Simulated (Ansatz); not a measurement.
# CsTl: the cost of one run

Computed with Ansatz 0.2.0 (DFT PBE, scalar-relativistic, plane waves, PAW, unless a step's input says otherwise).

## Step 1: The system as given

It takes space group Pm-3m (No. 221, cubic). The conventional cell has a = 4.523 Å, b = 4.523 Å, c = 4.523 Å, α = 90.00°, β = 90.00°, γ = 90.00°. Cs (site symmetry m-3m) has 8 Tl at 3.92 Å as nearest neighbours. Around Tl (site symmetry m-3m) lie 8 Cs at 3.92 Å.

Coordinates:

```
CELL_PARAMETERS angstrom
4.52267 0.00000 0.00000
0.00000 4.52267 0.00000
0.00000 0.00000 4.52267
ATOMIC_POSITIONS crystal
Cs 0.50000 0.50000 0.50000
Tl 0.00000 0.00000 0.00000
```

The cell is invented: species swapped into a database cell of RbAu (Pm-3m, No. 221), with Cs on the Rb sites and Tl on the Au sites. Its size is a rough estimate.

## Step 2: Probe: one point on a coarse mesh

input.yaml reads:

```yaml
crystal:
  lattice:
    - [4.52267124, 0.0, 0.0]
    - [0.0, 4.52267124, 0.0]
    - [0.0, 0.0, 4.52267124]
  atoms:
    - { symbol: Cs, position: [0.5, 0.5, 0.5] }
    - { symbol: Tl, position: [0.0, 0.0, 0.0] }
basis:
  ecutwfc: 420
kpoints:
  mp_grid: { grid: [4, 4, 4] }
hamiltonian:
  xc: pbe
scf:
  occupations: { method: gaussian, width: 0.1 }
  lower_state_search: "off"
output:
  forces: true
  stress: true
  eigenvalues: true
```

The run is started by

```bash
$ ansatz run input.yaml --threads 1 --pin off --max-ram 2048MiB --backend cpu --events-out ev --progress --plain --runs-dir out
```

What time and memory should one allow on 1 thread of Intel Xeon Platinum 8259CL at 2.50GHz (Skylake/Cascade Lake), shared host?

About 1.4 s, with a peak of 0.38 GiB.
